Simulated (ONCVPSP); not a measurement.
# Iron: generating and testing an ONCV potential

Aim: build the potential from the settings below, then test how well it stands in for the atom: other configurations, scattering, ghost states and the plane-wave cutoff that it needs.

The numbers are computed with ONCVPSP 4.0.1 (PBE, scalar-relativistic, spin-unpolarised reference atom).

**1. Starting point**

Typed settings, in words:

* element: iron (Fe, Z = 26)
* type: optimised norm-conserving Vanderbilt (ONCV)
* frozen core: [Ne]
* valence charge: 16
* reference configuration: 3s2 3p6 3d6 4s1.75 4p0.25
* partial waves: 3s+4s: rc 1.15 bohr, ncon 4, nbas 8, qcut 10.3 1/bohr, 2 projectors; 3p+4p: rc 1.60 bohr, ncon 3, nbas 7, qcut 10.2 1/bohr, 3 projectors, debl 0.9 Ha; 3d: rc 1.35 bohr, ncon 4, nbas 9, qcut 9.8 1/bohr, 2 projectors, debl 2.7 Ha
* local potential: polynomial inside 1.10 bohr (lpopt 5, dvloc0 3 Ha)
* core correction: not asked for

An earlier all-electron run gives the scale for the radii.

All-electron outer shells of the reference configuration (PBE, scalar-relativistic, ld1.x):

```json
{"shell": "2s", "level (eV)": "-820.17", "outermost node (bohr)": "0.08", "outermost maximum (bohr)": "0.22"}
{"shell": "2p", "level (eV)": "-698.90", "outermost node (bohr)": "–", "outermost maximum (bohr)": "0.18"}
{"shell": "3s", "level (eV)": "-94.48", "outermost node (bohr)": "0.33", "outermost maximum (bohr)": "0.70"}
{"shell": "3p", "level (eV)": "-60.51", "outermost node (bohr)": "0.30", "outermost maximum (bohr)": "0.72"}
{"shell": "3d", "level (eV)": "-7.96", "outermost node (bohr)": "–", "outermost maximum (bohr)": "0.71"}
{"shell": "4s", "level (eV)": "-5.59", "outermost node (bohr)": "1.00", "outermost maximum (bohr)": "2.41"}
{"shell": "4p", "level (eV)": "-1.55", "outermost node (bohr)": "1.10", "outermost maximum (bohr)": "3.29"}
```

**2. The generation run**

File Fe.dat:

```
# ATOM AND REFERENCE CONFIGURATION
# atsym  z   nc   nv     iexc    psfile
  Fe 26.00    3    5        4      upf
#
#   n    l    f
    1    0    2.00
    2    0    2.00
    2    1    6.00
    3    0    2.00
    3    1    6.00
    3    2    6.00
    4    0    1.75
    4    1    0.25
#
# PSEUDOPOTENTIAL AND OPTIMIZATION
# lmax
    2
#
#   l,   rc,      ep,       ncon, nbas, qcut
    0    1.15    0.00    4    8   10.30
    1    1.60    0.00    3    7   10.20
    2    1.35    0.00    4    9    9.80
#
# LOCAL POTENTIAL
# lloc, lpopt,  rc(5),   dvloc0
    4    5    1.10    3.00
#
# VANDERBILT-KLEINMAN-BYLANDER PROJECTORs
# l, nproj, debl
    0    2    3.30
    1    3    0.90
    2    2    2.70
#
# MODEL CORE CHARGE
# icmod, fcfact, rcfact
    0    0.00    0.00
#
# LOG DERIVATIVE ANALYSIS
# epsh1, epsh2, depsh
   -5.00    5.00    0.04
#
# OUTPUT GRID
# rlmax, drl
    6.00    0.01
#
# TEST CONFIGURATIONS
# ncnf
    4
# nvcnf
#   n    l    f
    5
    3    0    2.00
    3    1    6.00
    3    2    6.00
    4    0    2.00
    4    1    0.00
#
    5
    3    0    2.00
    3    1    6.00
    3    2    6.00
    4    0    1.00
    4    1    0.00
#
    5
    3    0    2.00
    3    1    6.00
    3    2    6.00
    4    0    0.00
    4    1    0.00
#
    5
    3    0    2.00
    3    1    6.00
    3    2    6.00
    4    0    0.00
    4    1    2.00
#
```

Launch:

```bash
oncvpsp.x < Fe.dat > Fe.out
```

**Question.** What will these runs give? Wanted: cutoffs for 1 and 0.1 mHa per electron, occupied waves; bound ghosts; GHOST(+) flags; largest test error; largest phase difference near zero energy, channels read.

The runs gave:

| quantity | value |
| --- | --- |
| cutoffs for 1 and 0.1 mHa per electron, occupied waves | 44 Ha and 70 Ha |
| bound ghosts | none found |
| GHOST(+) flags | none at low energy |
| largest test error (AE − PS) | +0.6 meV, for 3s2 3p6 3d6 4s0 4p2 (1 test unsolved) |
| largest phase difference near zero energy, channels read | 0.000 rad |

**Reading.** The worst unpolarised test, 3s2 3p6 3d6 4s0 4p2, is off by 0.6 meV on 7.5 eV; by total energies transferability rates as very good where solved. Of the tests 1 gave no usable energy difference, which is a warning in itself. The potential is hard: the looser tolerance needs 44 Ha. The program's ghost test flags no bound state. Near zero energy the phases of the channels with partial waves agree within 0.001 rad. These are tests on the free atom; a crystal test is still owed.
